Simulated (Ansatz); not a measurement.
Born–Oppenheimer molecular dynamics of a periodic cell of 34 atoms, Ba6Ti6AlCl3O18 (surface BaTiO3(111), adsorbate AlCl3). It goes on from the last frame of an earlier run, with new velocities.

Level of theory: DFT PBE-D3(BJ), scalar-relativistic, plane waves, PAW in Ansatz 0.2.0. Settings: accuracy low, PAW set soft_1, cutoff 420 eV, k mesh 2x2x1, fermi-dirac smearing 0.02 eV, no spin polarisation.

```
ensemble                      : NVE (velocity Verlet)
time step                     : 1.5 fs
steps asked                   : 140
starting velocities drawn for : 750 K
atoms held                    : 1, 2, 5, 13, 14
seed                          : 647450
```

First frame:

```xyz
34
Lattice="8.9666 0.0000 0.0000 3.6126 8.2067 0.0000 0.0000 0.0000 15.8590" Properties=species:S:1:pos:R:3
Ba 0.000 0.000 1.000
Ti 4.571 4.932 1.401
O 4.930 6.542 2.158
O 8.009 1.955 2.344
O 6.208 4.084 1.032
Ba 5.314 1.380 1.678
Ti 9.411 6.179 2.492
O 10.285 7.324 1.463
O 3.982 4.185 3.009
O 3.150 4.501 0.327
Ba 1.643 3.051 1.698
Ti 6.188 8.144 3.393
O 8.915 4.824 1.446
O 2.641 0.731 1.492
O 8.013 7.349 2.879
Ba 7.009 4.486 3.374
Ti 8.012 1.387 4.093
O 8.518 2.831 5.248
O 6.376 6.801 4.715
O 0.868 0.664 3.780
Ba 3.854 6.220 4.729
Ti 4.303 2.850 4.445
O 4.319 3.937 6.000
O 7.324 -0.108 4.780
O 6.111 2.334 4.238
Ba 8.536 7.759 5.646
Ti 9.886 4.059 5.379
O 3.805 1.165 4.237
O 9.595 5.599 4.540
O 2.177 3.268 4.662
Al 4.007 3.604 7.617
Cl 4.644 4.762 9.278
Cl 1.685 4.194 7.665
Cl 4.439 1.600 8.270
```

What does the run give?

All steps were run.

```
steps done                                               : 140
time covered                                             : 210 fs
mean temperature over the second half                    : 693 K
spread of the potential energy over the second half      : 9.1 meV per atom
mean potential energy of the second half above the start : 6.2 meV per atom
```

The conserved energy stayed within 0.16 meV per atom of its start (net change -0.05 meV per atom), so the integration is sound. A run of 0.21 ps of so small a system gives no equilibrium averages. Limits of this set-up: thin slab, slab without dipole correction, a typed lattice constant that wasn't relaxed here, low accuracy level.

What happens to the structure?

Mean squared displacements from the first frame to the last: Ba 0.07 Å², Ti 0.02 Å², O 0.06 Å², Al 0.41 Å², Cl 1.38 Å². This is one draw of velocities; another would differ in detail.

How do temperature and energy run in time?


```tsv
time (fs)	T (K)	potential energy less start (eV)	conserved less start (meV/atom)
0	750	0.000	0.00
10.5	821	-0.268	-0.04
21	670	0.300	0.05
31.5	699	0.189	-0.01
42	683	0.252	0.00
52.5	649	0.378	0.01
63	699	0.189	-0.03
73.5	787	-0.139	-0.06
84	733	0.062	-0.01
94.5	571	0.674	0.02
105	558	0.723	0.05
115.5	685	0.244	-0.01
126	804	-0.201	-0.01
136.5	779	-0.111	-0.06
147	584	0.623	0.02
157.5	695	0.205	0.01
168	811	-0.233	-0.08
178.5	667	0.313	0.04
189	689	0.227	-0.07
199.5	584	0.623	0.06
210	705	0.167	-0.05
```

The run took 45 min on 4 threads of Arm Neoverse N1 (shared host), peak memory 4 GiB.
